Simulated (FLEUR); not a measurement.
# TiPd2 (I4/mmm) in FLEUR: single point with PBEsol

Aim: the single point of TiPd2 with PBEsol.

Program: FLEUR MaX-R8.1 (later development tree). These are calculated values, not measurements. Logs are shortened: lines on timing, memory, paths and dates and some standing lists are left out, and cuts for length are marked.

### Step 1. The crystal as given

The structure is tetragonal, space group I4/mmm (No. 139). Conventional cell: a = 3.275 Å, b = 3.275 Å, c = 8.776 Å, α = 90.00°, β = 90.00°, γ = 90.00°. Pd (site symmetry 4mm) has 5 Ti at 2.69 to 3.01 Å and 5 Pd at 2.75 to 2.83 Å as nearest neighbours. Ti (site symmetry 4/mmm) is surrounded by 10 Pd at 2.69 to 3.01 Å.

The cell comes from a database or a generator and needn't be the stable form of this composition.

### Step 2. Single point, PBEsol

inp.xml

```xml
<?xml version="1.0" encoding="UTF-8" standalone="no"?>
<fleurInput fleurInputVersion="0.39">
   <comment>
      TiPd2                                                                                               
   </comment>
   <calculationSetup>
      <cutoffs Kmax="4.67" Gmax="14.5" GmaxXC="14.5" numbands="0"/>
      <scfLoop itmax="60" minDistance="0.00001" maxIterBroyd="15" imix="Anderson" alpha="0.05" precondParam="0.0" spinf="2.0" sdNocoIR="T"/>
      <coreElectrons ctail="T" frcor="F" kcrel="0" coretail_lmax="0"/>
      <xcFunctional name="PBEs" relativisticCorrections="F"/>
      <magnetism jspins="1"/>
      <soc l_soc="F" theta="0.0" phi="0.0" spav="F"/>
      <expertModes spex="0" secvar="F"/>
      <geometryOptimization l_f="T" forcealpha="1.0" forcemix="BFGS" epsdisp="0.0005" epsforce="0.0002"/>
      <ldaU l_linMix="F" mixParam="0.05" spinf="1.0"/>
   </calculationSetup>
   <cell>
      <bzIntegration valenceElectrons="48.0" mode="hist" fermiSmearingEnergy="0.00183747">
         <kPointListSelection listName="default-1"/>
         <!-- k-points included here -->
         <xi:include xmlns:xi="http://www.w3.org/2001/XInclude" href="kpts.xml"> </xi:include>
      </bzIntegration>
      <!-- symmetry operations included here -->
      <xi:include xmlns:xi="http://www.w3.org/2001/XInclude" href="sym.xml"> </xi:include>
      <bulkLattice scale="1.0">
         <bravaisMatrix>
            <row-1>   -3.0942337769677906     3.0942337769677906     8.2925585409318305</row-1>
            <row-2>    3.0942337769677906    -3.0942337769677906     8.2925585409318305</row-2>
            <row-3>    3.0942337769677906     3.0942337769677906    -8.2925585409318305</row-3>
         </bravaisMatrix>
      </bulkLattice>
   </cell>
   <atomSpecies>
      <species name="Palladium (Pd)" element="Pd" atomicNumber="46">
         <mtSphere radius="2.34" gridPoints="797" logIncrement="0.016"/>
         <atomicCutoffs lmax="10" lnonsphr="10"/>
         <electronConfig flipSpins="F">
            <coreConfig>(1s1/2) (2s1/2) (2p1/2) (2p3/2) (3s1/2) (3p1/2) (3p3/2) (3d3/2) (3d5/2)</coreConfig>
            <valenceConfig>(4s1/2) (4p1/2) (4p3/2) (5s1/2) (4d3/2) (4d5/2)</valenceConfig>
            <stateOccupation state="(5s1/2)" spinUp="0.500000" spinDown="0.500000"/>
            <stateOccupation state="(4d3/2)" spinUp="1.800000" spinDown="1.800000"/>
            <stateOccupation state="(4d5/2)" spinUp="2.700000" spinDown="2.700000"/>
         </electronConfig>
         <energyParameters s="5" p="5" d="4" f="4"/>
         <lo type="SCLO" l="0" n="4" eDeriv="0"/>
         <lo type="SCLO" l="1" n="4" eDeriv="0"/>
         <lo type="SCLO" l="1" n="4" eDeriv="1"/>
         <lo type="SCLO" l="2" n="4" eDeriv="2"/>
         <lo type="SCLO" l="3" n="4" eDeriv="2"/>
      </species>
      <species name="Titanium (Ti)" element="Ti" atomicNumber="22">
         <mtSphere radius="2.1" gridPoints="717" logIncrement="0.017"/>
         <atomicCutoffs lmax="9" lnonsphr="9"/>
         <electronConfig flipSpins="F">
            <coreConfig>(1s1/2) (2s1/2) (2p1/2) (2p3/2)</coreConfig>
            <valenceConfig>(3s1/2) (3p1/2) (3p3/2) (4s1/2) (3d3/2) (3d5/2)</valenceConfig>
            <stateOccupation state="(3d3/2)" spinUp="0.400000" spinDown="0.400000"/>
            <stateOccupation state="(3d5/2)" spinUp="0.600000" spinDown="0.600000"/>
         </electronConfig>
         <energyParameters s="4" p="4" d="3" f="4"/>
         <lo type="SCLO" l="0" n="3" eDeriv="0"/>
         <lo type="SCLO" l="1" n="3" eDeriv="0"/>
         <lo type="SCLO" l="1" n="3" eDeriv="1"/>
         <lo type="SCLO" l="2" n="3" eDeriv="2"/>
         <lo type="SCLO" l="3" n="4" eDeriv="2"/>
      </species>
   </atomSpecies>
   <atomGroups>
      <atomGroup species="Palladium (Pd)">
         <relPos label="                   1">.3431350000 .3431350000 .0000000000</relPos>
         <relPos label="                   2">-.3431350000 -.3431350000 .0000000000</relPos>
         <force calculate="T" relaxXYZ="TTT"/>
      </atomGroup>
      <atomGroup species="Titanium (Ti)">
         <relPos label="                   3">.0000000000 .0000000000 .0000000000</relPos>
         <force calculate="T" relaxXYZ="TTT"/>
      </atomGroup>
   </atomGroups>
   <output dos="F" band="F" slice="F">
      <checks vchk="F" cdinf="F"/>
      <bandDOS minEnergy="-.5*Htr" maxEnergy="0.5*Htr" sigma="0.015" storeEVData="T"/>
      <vacuumDOS vacdos="F" integ="F" star="F" nstars="0" locx1="0.0" locy1="0.0" locx2="0.0" locy2="0.0" nstm="0" tworkf="0.0"/>
      <unfoldingBand unfoldBand="F" supercellX="1" supercellY="1" supercellZ="1"/>
      <plotting iplot="0" polar="F">
         <plot TwoD="T" vec1="  1.0  0.0  0.0" vec2="  0.0  1.0  0.0" vec3="  0.0  0.0  1.0" zero="  0.0  0.0  0.0" file="plot"/>
      </plotting>
      <chargeDensitySlicing numkpt="0" minEigenval="0.0" maxEigenval="0.0" nnne="0" pallst="F"/>
      <specialOutput eonly="F"/>
      <moessbauerParams electricFieldGradient="T" isomerShift="T" coreHyperfine="T" valenceHyperfine="T"/>
      <magneticCircularDichroism mcd="F" energyLo="-10.0" energyUp="0.0"/>
   </output>
  <!-- We include the file relax.xml here to enable relaxations (see documentation) -->
  <xi:include xmlns:xi="http://www.w3.org/2001/XInclude" href="relax.xml"> <xi:fallback/> </xi:include>
</fleurInput>
```

crystal.txt

```
TiPd2
&input cartesian=F /
-1.6373980000  1.6373980000  4.3882330000
1.6373980000  -1.6373980000  4.3882330000
1.6373980000  1.6373980000  -4.3882330000
1.8897261246
1.0 1.0 1.0

3
46 0.3431350000  0.3431350000  0.0000000000
46 0.6568650000  0.6568650000  0.0000000000
22 0.0000000000  0.0000000000  0.0000000000

&kpt div1=11 div2=11 div3=11 gamma=T /
```

Potentials or basis: all-electron, FLAPW.

Run with:

```console
$ inpgen -f crystal.txt -profile fastHighL
$ # inp.xml edited to the form shown
$ fleur_MPI
```

Output:

```text
Welcome to FLEUR        (www.flapw.de)
      MaX-Release 8.1          (www.max-centre.eu)

 ========== k-point set info ==========
 Selected k-point list: default-1
 k-point list type: mesh
 11 x 11 x 11
 Number of k points: 126

 ------------Calculation Setup---------------------------
 Number of MPI-tasks      :            1
 Number of PE/node        :            1
 Number of OMP-threads    :            1
 Most efficient MPI parallelization for:
           1           2           3           6           7           9          14          18          21          42          63         126
 Additional eigenvalue parallelization possible
 Number of basis functions:          673
 Approximate size of matrices (H+S) per k-point:         0.007 GB
 --------------------------------------------------------
 Iteration:     1   Distance:      17.34191229 me/bohr^3
 Iteration:     2   Distance:      13.04551836 me/bohr^3
 Iteration:     3   Distance:       7.80686774 me/bohr^3
 Iteration:     4   Distance:       4.31880407 me/bohr^3
 Iteration:     5   Distance:       4.11948437 me/bohr^3
 Iteration:     6   Distance:       2.18155147 me/bohr^3
 Iteration:     7   Distance:       0.63783678 me/bohr^3
 Iteration:     8   Distance:       0.19091711 me/bohr^3
 Iteration:     9   Distance:       0.20755366 me/bohr^3
 Iteration:    10   Distance:       0.05567404 me/bohr^3
 Iteration:    11   Distance:       0.04052929 me/bohr^3
 Iteration:    12   Distance:       0.00966159 me/bohr^3
 Iteration:    13   Distance:       0.00374608 me/bohr^3
 Iteration:    14   Distance:       0.00045986 me/bohr^3
 Iteration:    15   Distance:       0.00015991 me/bohr^3
 Iteration:    16   Distance:       0.00010799 me/bohr^3
 Iteration:    17   Distance:       0.00005590 me/bohr^3
 Iteration:    18   Distance:       0.00002065 me/bohr^3
 Iteration:    19   Distance:       0.00000499 me/bohr^3
 Reset of history

 ********************************************************************
 Run finished successfully
 Stop message:
   Structural relaxation: new displacements generated
 ********************************************************************
```

It took 10 min on 1 thread of Arm Neoverse V2, shared host; peak memory 0.1 GiB.

Results:

* Free energy: -297751.7156 eV
* Largest force: 0.077 eV/Å
* Band gap on the k mesh: none (metal or under the smearing width)
* Valence electrons inside the program's atomic spheres: Pd 16.43; Ti 9.63 (radii Pd 2.34, Ti 2.1 bohr)

Forces on the atoms (eV/Å):
```
Pd   0.000  0.000  0.077
Pd   0.000  0.000 -0.077
Ti   0.000  0.000  0.000
```

Levels at points of the mesh, in eV from the Fermi level:
| k point | band 22 | band 23 | band 24 | band 25 | band 26 | band 27 |
| --- | --- | --- | --- | --- | --- | --- |
| (0.00, 0.00, 0.00) | -2.33 | -1.45 | -0.50 | 0.91 | 0.91 | 0.91 |

Core levels (eV from the Fermi level):
```
atom                                                                                                                             levels
1 Pd  1s1/2 -24138.4, 2s1/2 -3523.3, 2p1/2 -3268.5, 2p3/2 -3109.3, 3s1/2 -634.5, 3p1/2 -534.0, 3p3/2 -506.2, 3d3/2 -328.1, 3d5/2 -322.5
2 Pd  1s1/2 -24138.4, 2s1/2 -3523.3, 2p1/2 -3268.5, 2p3/2 -3109.3, 3s1/2 -634.5, 3p1/2 -534.0, 3p3/2 -506.2, 3d3/2 -328.1, 3d5/2 -322.5
3 Ti                                                                            1s1/2 -4856.9, 2s1/2 -531.1, 2p1/2 -442.7, 2p3/2 -436.9
```
